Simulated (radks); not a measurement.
# Valence configurations of Gd³⁺

One table from this session's results is given with a row withheld; the runs are named, their logs left out.

Program: radks (a radial shooting solver on a logarithmic mesh, Libxc functionals) version 1. Level of theory: scalar-relativistic Kohn-Sham, PBEsol, spin-polarised, spherical densities, point nucleus; open shells are filled with parallel spins first. These are calculated values, not measurements, unless marked.

**The system**

* element: gadolinium (Z = 64)
* charge: +3
* electrons: 61
* configuration: [Xe] 4f7
* others tried: 4f5 6s2; 4f6.5 6p0.5; 4f6 6s1; 4f5 5d2; 4f5.5 6s1 6p0.5; 4f6 6p1; 4f5.5 5d1 6p0.5; 4f6 5d1; 4f6.5 6s0.5

Outer shells as boxes (Hund's rule):

Gd³⁺
```
[Xe] core
4f [↑ ][↑ ][↑ ][↑ ][↑ ][↑ ][↑ ]
```

The first run:

The run's settings:

```text
Z 64
configuration [Xe] 4f7
relativity scalar-relativistic
functional pbe_sol,pbe_sol
spin polarised
nucleus point
c 137.035999084
```

Steps of the session up to this table: [Xe] 4f7.

One table of the session follows, with a row left open; its other results are not shown here.

It belongs to the step «[Xe] 4f7». Radial moments (bohr):

| level | <r> | outermost maximum (interpolated) | 90 % within | nodes |
| --- | --- | --- | --- | --- |
| 4d up | 0.6362 | 0.559 | 0.955 | 1 |
| 4d down | 0.6373 | 0.559 | 0.958 | 1 |
| 5s up | 1.315 | 1.19 | 1.89 | 4 |
| 5s down | 1.337 | 1.20 | 1.92 | 4 |
| 5p up | 1.515 | 1.34 | 2.20 | 3 |
| 5p down | 1.548 | 1.36 | 2.25 | 3 |
| 4f up | ? | ? | ? | ? |
| 4f down | 0.8809 | 0.569 | 1.52 | 0 |

Estimate the missing values for 4f up.

The run gave: <r>: 0.8399; outermost maximum (interpolated): 0.566; 90 % within: 1.42; nodes: 0. In the column «<r>» it lies between 4d down (0.6373) and 4f down (0.8809).
